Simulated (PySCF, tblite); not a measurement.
# C₆H₁₁Si radical: geometry, infrared bands and EPR parameters

Aim: predict the infrared bands and EPR parameters of C₆H₁₁Si radical (`[CH2]C#C[Si](C)(C)C`).

Computed with tblite 0.8.0 and PySCF 2.14.0, with density-fitted response routines of our own, on a single molecule in the gas phase. Atoms count from 0, in the outputs and in this text.

## Step 1: The molecule as given

18 atoms, charge 0, multiplicity 2; geometry from: force field or distance geometry start.

Bonds of the start (Å): C0–C1 1.42, C1–C2 1.19, C2–Si3 1.90, Si3–C4 1.87, Si3–C5 1.88, Si3–C6 1.88, C0–H7 1.08, C0–H8 1.08, C4–H9 1.10, C4–H10 1.09, C4–H11 1.10, C5–H12 1.10, C5–H13 1.10, C5–H14 1.09, C6–H15 1.10, C6–H16 1.09, C6–H17 1.10.

## Step 2: Geometry optimisation with GFN2-xTB

What the job is given:

```
{"job": {"kind": "relax", "xc": "GFN2-xTB", "basis": "xTB"}, "charge": 0, "multiplicity": 2}
C      3.851900     0.273300    -0.613300
C      2.446100     0.180500    -0.401000
C      1.278500     0.087400    -0.200200
Si    -0.593200    -0.035300     0.083700
C     -1.337900     1.672700     0.227500
C     -1.399500    -0.961000    -1.336500
C     -0.912500    -0.973500     1.683600
H      4.488300    -0.579100    -0.451100
H      4.280900     1.209900    -0.938500
H     -2.419900     1.614000     0.396000
H     -0.891900     2.228200     1.047700
H     -1.171600     2.236200    -0.699900
H     -2.479100    -1.045400    -1.168300
H     -1.222200    -0.433400    -2.280100
H     -0.984100    -1.960300    -1.425100
H     -0.462100    -0.457300     2.549700
H     -0.491700    -1.982100     1.640100
H     -1.989000    -1.068700     1.874000
```

Started as:

```console
$ OMP_NUM_THREADS=1 python probes_run.py task.json out
```

This one command runs all jobs of the session in turn.

**Question.** This job is followed by: GFN2-xTB harmonic vibrations, gas phase; UKS B3LYP, pcH-1 on C H Si, non-relativistic, mean-field spin-orbit, GIAO. What will the session give for the following? strongest single infrared mode (GFN2-xTB); zero-point energy (GFN2-xTB); g(iso) (B3LYP); ⟨S²⟩; largest a(iso) (averaged by class); potential on the surface of density 0.002 e/bohr³, 1st and 99th percentile.

The runs gave:

| quantity | value |
| --- | --- |
| strongest single infrared mode (GFN2-xTB) | 867 cm⁻¹, 291 km/mol |
| zero-point energy (GFN2-xTB) | 89.7 kcal/mol |
| g(iso) (B3LYP) | 2.00273 |
| ⟨S²⟩ | 0.770 (exact 0.75) |
| largest a(iso) (averaged by class) | 13C on C0, 60.2 MHz |
| potential on the surface of density 0.002 e/bohr³, 1st and 99th percentile | -0.70 V and 0.91 V |

What this shows: Relaxing lowered the energy by 0.283 eV in 24 steps; the close pair that moved most is C0–C1, from 1.425 to 1.345 Å. The lowest mode is imaginary (41i cm⁻¹), so the xTB geometry is not a minimum: the zero-point energy counts the real modes alone, and all values at this geometry belong to a saddle point. The strongest single mode, at 867 cm⁻¹, has its largest shares on Si3, H17, H12 and H9 (the list is cut at 4 atoms). GFN2-xTB is a fitted tight-binding method: band positions and strengths are rough. Its intensities can rank the bands wrongly. The largest spin populations lie on C0 (0.75 e), C2 (0.58 e). The isotropic g lies 0.4 ppt above the free-electron value. The conformer search found further structures of the same energy, which may be mirror or relabelled copies of this one.
